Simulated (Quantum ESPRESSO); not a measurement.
Runs of Quantum ESPRESSO 7.5 on AlSn. The structure is hexagonal, space group P-6m2 (No. 187). Conventional cell: a = 4.198 Å, b = 4.198 Å, c = 3.307 Å, α = 90.00°, β = 90.00°, γ = 120.00°. Around Sn (site symmetry -6m2) lie 6 Al at 2.93 Å and 2 Sn at 3.31 Å. Around Al (site symmetry -6m2) lie 6 Sn at 2.93 Å and 2 Al at 3.31 Å. The cell comes from a database or a generator and needn't be the stable form of this composition.

| task | level | potentials or basis | cell | k mesh | cutoff (eV) | form of the LDA correlation | SCF threshold | symmetry | mesh quality | gap on the mesh (eV) | pressure (GPa) | V0 of scaled cells (Å³/atom) | B0 (GPa) |
| --- | --- | --- | --- | --- | --- | --- | --- | --- | --- | --- | --- | --- | --- |
| equation of state | PBEsol | GBRV 1.5 PBEsol | as given | 7 × 7 × 8 | 925 | - | 4e-10 Ry | - | not flagged | - | - | (a) | 57 |
| single point | PBEsol | GBRV 1.5 PBEsol | as given | 7 × 7 × 8 | 925 | - | 4e-10 Ry | - | not flagged | none | -2.0 | - | - |
| band structure | PBEsol | GBRV 1.5 PBEsol | as given | 7 × 7 × 8 | 925 | - | 4e-10 Ry | - | not flagged | none | -2.0 | - | - |
| single point | PBEsol | GBRV 1.5 PBEsol | atoms moved at random, drawn with an rms of 0.05 Å | 7 × 7 × 8 | 925 | - | 4e-10 Ry | - | not flagged | none | -2.0 | - | - |
| equation of state | r2SCAN | SG15 PBE 1.2 | as given | 4 × 4 × 5 | 1020 | - | 1e-08 Ry | off | coarse | - | - | 24.39 | 57 |

Alike in all rows: no spin polarisation; smearing fermi-dirac 0.05 eV.

Task: Estimate the missing entries.

Result: (a) 24.36.

Caveats: some runs use coarse meshes; the cell was scaled at fixed shape and fractional positions, which overstates the stiffness of a crystal with free parameters, most of all of layers and chains (some runs); some levels on the path didn't converge (some runs); spin-orbit coupling is left out, which moves the levels of the heavy elements (some runs); the potentials were made for another functional, which shifts forces and pressure (some runs).

A k mesh can miss the band edges, and the runs leave out spin-orbit coupling on Sn.

A gap of «none» marks a metal or a gap under the smearing width.
